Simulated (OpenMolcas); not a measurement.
# Se³⁺: CASSCF and CASPT2 terms and fine-structure levels

Which level of Se³⁺ lies lowest, and where do the others fall? The reference wave functions come first, then spin-orbit coupling, then second-order correlation under several settings.

The numbers are computed with OpenMolcas 26.06 (state-averaged CASSCF and CASPT2, spin-orbit coupling by RASSI with atomic mean-field integrals), except any that are marked as measured or tabulated.

## (1) The atom as given

```
Species                           : Se³⁺ (selenium, Z = 34, 31 electrons)
Basis                             : ANO-R3 [7s6p5d4f2g], 96 functions
Scalar Hamiltonian                : X2C, finite nucleus
Inactive shells                   : 1s 2s 2p 3s 3p 3d
Active space                      : 3 electrons in 4 orbitals (4s 4p)
Some configurations of this space : 4p3, 4s 4p2, 4s2 4p
Orbitals                          : optimised for each spin and parity, averaged over the low roots
```

The outer shells:

4p3
```
4p [↑ ][↑ ][↑ ]
```

4s 4p2
```
4s [↑ ]
4p [↑ ][↑ ][  ]
```

4s2 4p
```
4s [↑↓]
4p [↑ ][  ][  ]
```

Each step is its own input file, run in one work folder so that later steps find the files of earlier ones. Labels, J, g values, rates, χT and fits are worked out afterwards by a script from the matrices that RASSI stores.

## (2) One- and two-electron integrals

a.inp reads:

```
&GATEWAY
Coord
1

Se 0.0 0.0 0.0
Basis=ANO-R3
Group=XYZ
NoMove
AngMom=0.0 0.0 0.0
AMFI
&SEWARD
```

Output:

```text
Basis set label: SE.ANO-R...7S6P5D4F2G.

      Electronic valence basis set:
      ------------------
      Associated Effective Charge  34.000000 au
      Associated Actual Charge     34.000000 au
      Nuclear Model: Finite nucleus - Gaussian distribution
        Gaussian exponent, Xi/bohr**(-2):  2.41302E+08

      Shell  nPrim  nBasis  Cartesian Spherical Contaminant
         s      21       7        X
         p      15       6        X
         d       9       5                 X
         f       6       4                 X
         g       4       2                 X
                  Relativistic X2C integrals
                  Atomic mean-field integrals
```

## (3) Reference wave functions, quartets of odd parity, 1 root

a.inp reads:

```
&RASSCF
FileOrb=start.orb
Symmetry=2
Spin=4
nActEl=3 0 0
Inactive=8 6
Ras2=1 3
CIRoot=1 1 1
SDav=1
CIMx=300
Iter=120 100
PrWF=0.3
OrbListing=Nothing
MaxOrb=0
Atom
>>> COPY $Project.JobIph JOB001
```

start.orb holds the contracted functions of the basis, ordered by shell, or the orbitals of the step before.

Output (excerpt; [...] marks lines left out):

```text
[...]
      Number of active orbitals                  4
[...]
      Spin quantum number                      1.5
[...]
      Active orbitals                            1   3
[...]
      Number of CSFs                             1
      Number of root(s) required                 1
[...]
 ###    WARNING: Problems in orbital optimization.                           ###
 ###                                                                         ###
 ###                                                                         ###
[...]
      Convergence after  4 iterations
[...]
      Natural orbitals and occupation numbers for root  1
      sym 1:   0.000000
      sym 2:   1.000000   1.000000   1.000000
::    RASSCF root number  1 Total energy:  -2425.02291352
```

The warning on the orbital optimisation comes with active orbitals that are nearly full or empty in all roots, whose rotations are then almost redundant.

## (4) CASSCF: doublets of odd parity, 11 roots

a.inp reads:

```
&RASSCF
FileOrb=start.orb
Symmetry=2
Spin=2
nActEl=3 0 0
Inactive=8 6
Ras2=1 3
CIRoot=11 11 1
SDav=11
CIMx=300
Iter=120 100
PrWF=0.3
OrbListing=Nothing
MaxOrb=0
Atom
>>> COPY $Project.JobIph JOB002
```

Output (excerpt; [...] marks lines left out):

```text
[...]
      Number of active orbitals                  4
[...]
      Spin quantum number                      0.5
[...]
      Active orbitals                            1   3
[...]
      Number of CSFs                            11
      Number of root(s) required                11
[...]
      Convergence after 11 iterations
[...]
      Natural orbitals and occupation numbers for root  1
      sym 1:   1.956408
      sym 2:   1.000000   0.021796   0.021796
      Natural orbitals and occupation numbers for root  2
      sym 1:   1.956408
      sym 2:   0.021796   0.021796   1.000000
      Natural orbitals and occupation numbers for root  3
      sym 1:   1.956408
      sym 2:   0.021796   1.000000   0.021796
::    RASSCF root number  1 Total energy:  -2425.94477001
::    RASSCF root number  2 Total energy:  -2425.94477001
[...]
::    RASSCF root number  8 Total energy:  -2424.93119284
::    RASSCF root number  9 Total energy:  -2424.84662592
::    RASSCF root number 10 Total energy:  -2424.84662592
::    RASSCF root number 11 Total energy:  -2424.84662592
```

## (5) CASSCF: quartets of even parity, 3 roots

a.inp reads:

```
&RASSCF
FileOrb=start.orb
Symmetry=1
Spin=4
nActEl=3 0 0
Inactive=8 6
Ras2=1 3
CIRoot=3 3 1
SDav=3
CIMx=300
Iter=120 100
PrWF=0.3
OrbListing=Nothing
MaxOrb=0
Atom
>>> COPY $Project.JobIph JOB003
```

Output (excerpt; [...] marks lines left out):

```text
[...]
      Number of active orbitals                  4
[...]
      Spin quantum number                      1.5
[...]
      Active orbitals                            1   3
[...]
      Number of CSFs                             3
      Number of root(s) required                 3
[...]
      Convergence after  4 iterations
[...]
      Natural orbitals and occupation numbers for root  1
      sym 1:   1.000000
      sym 2:   1.000000   0.000000   1.000000
      Natural orbitals and occupation numbers for root  2
      sym 1:   1.000000
      sym 2:   1.000000   1.000000   0.000000
      Natural orbitals and occupation numbers for root  3
      sym 1:   1.000000
      sym 2:   0.000000   1.000000   1.000000
::    RASSCF root number  1 Total energy:  -2425.62183096
::    RASSCF root number  2 Total energy:  -2425.62183096
::    RASSCF root number  3 Total energy:  -2425.62183096
```

## (6) Reference wave functions, doublets of even parity, 9 roots

a.inp reads:

```
&RASSCF
FileOrb=start.orb
Symmetry=1
Spin=2
nActEl=3 0 0
Inactive=8 6
Ras2=1 3
CIRoot=9 9 1
SDav=9
CIMx=300
Iter=120 100
PrWF=0.3
OrbListing=Nothing
MaxOrb=0
Atom
>>> COPY $Project.JobIph JOB004
```

Output (excerpt; [...] marks lines left out):

```text
[...]
      Number of active orbitals                  4
[...]
      Spin quantum number                      0.5
[...]
      Active orbitals                            1   3
[...]
      Number of CSFs                             9
      Number of root(s) required                 9
[...]
      Convergence after  7 iterations
[...]
      Natural orbitals and occupation numbers for root  1
      sym 1:   1.000000
      sym 2:   0.000002   1.001479   0.998519
      Natural orbitals and occupation numbers for root  2
      sym 1:   1.000000
      sym 2:   0.000000   0.999456   1.000543
      Natural orbitals and occupation numbers for root  3
      sym 1:   1.000000
      sym 2:   1.017751   0.981928   0.000321
::    RASSCF root number  1 Total energy:  -2425.44629505
::    RASSCF root number  2 Total energy:  -2425.44629505
[...]
::    RASSCF root number  6 Total energy:  -2425.35638570
::    RASSCF root number  7 Total energy:  -2425.28210742
::    RASSCF root number  8 Total energy:  -2425.28210742
::    RASSCF root number  9 Total energy:  -2425.28210742
```

## (7) State interaction with spin-orbit coupling

a.inp reads:

```
&RASSI
NrOfJobIphs=4 1 11 3 9
1
1 2 3 4 5 6 7 8 9 10 11
1 2 3
1 2 3 4 5 6 7 8 9
IphNames
JOB001
JOB002
JOB003
JOB004
EJob
SpinOrbit
DIPRint=1.0
SOCoupling=1000.0
Subsets=2
MEES
Property=10
'ANGMOM' 1 'ANGMOM' 2 'ANGMOM' 3 'MLTPL  1' 1 'MLTPL  1' 2 'MLTPL  1' 3
'AMFI' 1 'AMFI' 2 'AMFI' 3 'MLTPL  2' 6
SOProperty=3
'ANGMOM' 1 'ANGMOM' 2 'ANGMOM' 3
```

Output (excerpt; [...] marks lines left out):

```text
[...]
Eigenvalues of complex Hamiltonian:
   -----------------------------------
  (Shifted by EMIN (a.u.) =      -2425.9447700116)
 SO State       Relative EMIN(au)   Rel lowest level(eV)    D:o, cm**(-1)     J-value
     1            -0.0117444772        0.0000000000              0.0000         0.4
     2            -0.0117444772        0.0000000000              0.0000         0.4
     3             0.0058627718        0.4791176524           3864.3445         1.2
     4             0.0058627718        0.4791176524           3864.3445         1.3
     5             0.0058627718        0.4791176524           3864.3445         1.1
     6             0.0058627718        0.4791176524           3864.3445         1.0
     7             0.3120373886        8.8105534088          71061.9056         0.4
     8             0.3120373886        8.8105534088          71061.9056         0.4
     9             0.3187468143        8.9931261831          72534.4544         1.2
    10             0.3187468143        8.9931261831          72534.4544         1.2
    11             0.3187468143        8.9931261831          72534.4544         1.2
[...]
```

These steps: 34 s of run time, 1 thread, shared host.

The roots that group into whole terms:

```
configuration  term  E (cm-1)
       4s2 4p   2P*       0.0
       4s 4p2    4P     70877
       4s 4p2    2D    109403
       4s 4p2    2S    129135
       4s 4p2    2P    145438
          4p3   4S*    202324
          4p3   2D*    222454
          4p3   2P*    241015
```

Levels with spin-orbit coupling, from the RASSI matrices grouped by J:

| Configuration | Term | J | E (cm-1) | g | Leading % |
| --- | --- | --- | --- | --- | --- |
| 4s2 4p | 2P* | 1/2 | 0.0 | 0.666 | 100 |
| 4s2 4p | 2P* | 3/2 | 3864 | 1.334 | 100 |
| 4s 4p2 | 4P | 1/2 | 71062 | 2.669 | 100 |
| 4s 4p2 | 4P | 3/2 | 72534 | 1.735 | 100 |
| 4s 4p2 | 4P | 5/2 | 74703 | 1.600 | 100 |
| 4s 4p2 | 2D | 3/2 | 111919 | 0.801 | 100 |
| 4s 4p2 | 2D | 5/2 | 112072 | 1.201 | 100 |
| 4s 4p2 | 2S | 1/2 | 131575 | 1.978 | 98 |
| 4s 4p2 | 2P | 1/2 | 146600 | 0.692 | 98 |
| 4s 4p2 | 2P | 3/2 | 148958 | 1.333 | 100 |
| 4p3 | 4S* | 3/2 | 204727 | 1.999 | 100 |
| 4p3 | 2D* | 3/2 | 224595 | 0.812 | 98 |
| 4p3 | 2D* | 5/2 | 225032 | 1.200 | 100 |
| 4p3 | 2P* | 1/2 | 243536 | 0.666 | 100 |
| 4p3 | 2P* | 3/2 | 244234 | 1.325 | 97 |

The strongest lines between these levels (CASSCF energies, vacuum wavelengths; moments from the reference wave functions; branching within the model space):

```
        upper           lower  type  λ (nm)   A (s-1)  branching %
4s 4p2 2P 3/2  4s2 4p 2P* 1/2    E1   67.13  2.38e+09         15.8
4s 4p2 2P 1/2  4s2 4p 2P* 1/2    E1   68.21  8.56e+09         58.3
4s 4p2 2P 3/2  4s2 4p 2P* 3/2    E1   68.92  1.26e+10         84.2
4s 4p2 2P 1/2  4s2 4p 2P* 3/2    E1   70.06  6.12e+09         41.7
  4p3 4S* 3/2   4s 4p2 4P 1/2    E1   74.81  2.41e+09         17.6
  4p3 2P* 3/2   4s 4p2 2D 3/2    E1   75.58  9.61e+08          8.9
  4p3 4S* 3/2   4s 4p2 4P 3/2    E1   75.65  4.65e+09         33.9
  4p3 2P* 3/2   4s 4p2 2D 5/2    E1   75.66  4.39e+09         40.7
  4p3 2P* 1/2   4s 4p2 2D 3/2    E1   75.98  5.89e+09         54.1
4s 4p2 2S 1/2  4s2 4p 2P* 1/2    E1      76  3.44e+09         52.9
  4p3 4S* 3/2   4s 4p2 4P 5/2    E1   76.91  6.65e+09         48.5
4s 4p2 2S 1/2  4s2 4p 2P* 3/2    E1    78.3  3.07e+09         47.1
  4p3 2D* 5/2   4s 4p2 2D 5/2    E1   88.53  4.07e+09         70.2
  4p3 2D* 3/2   4s 4p2 2D 3/2    E1   88.75  3.38e+09         58.6
  4p3 2P* 3/2   4s 4p2 2S 1/2    E1   88.76  1.69e+09         15.6
  4p3 2D* 3/2   4s 4p2 2D 5/2    E1   88.87  8.40e+08         14.6
4s 4p2 2D 3/2  4s2 4p 2P* 1/2    E1   89.35  2.03e+09         89.7
4s 4p2 2D 5/2  4s2 4p 2P* 3/2    E1   92.41  2.04e+09        100.0
  4p3 2P* 1/2   4s 4p2 2P 1/2    E1   103.2  3.05e+09         28.0
  4p3 2P* 3/2   4s 4p2 2P 3/2    E1     105  3.53e+09         32.7
  4p3 2D* 3/2   4s 4p2 2P 1/2    E1   128.2  1.31e+09         22.7
  4p3 2D* 5/2   4s 4p2 2P 3/2    E1   131.5  1.30e+09         22.4
```

(Part 1 of 3 ends here.)
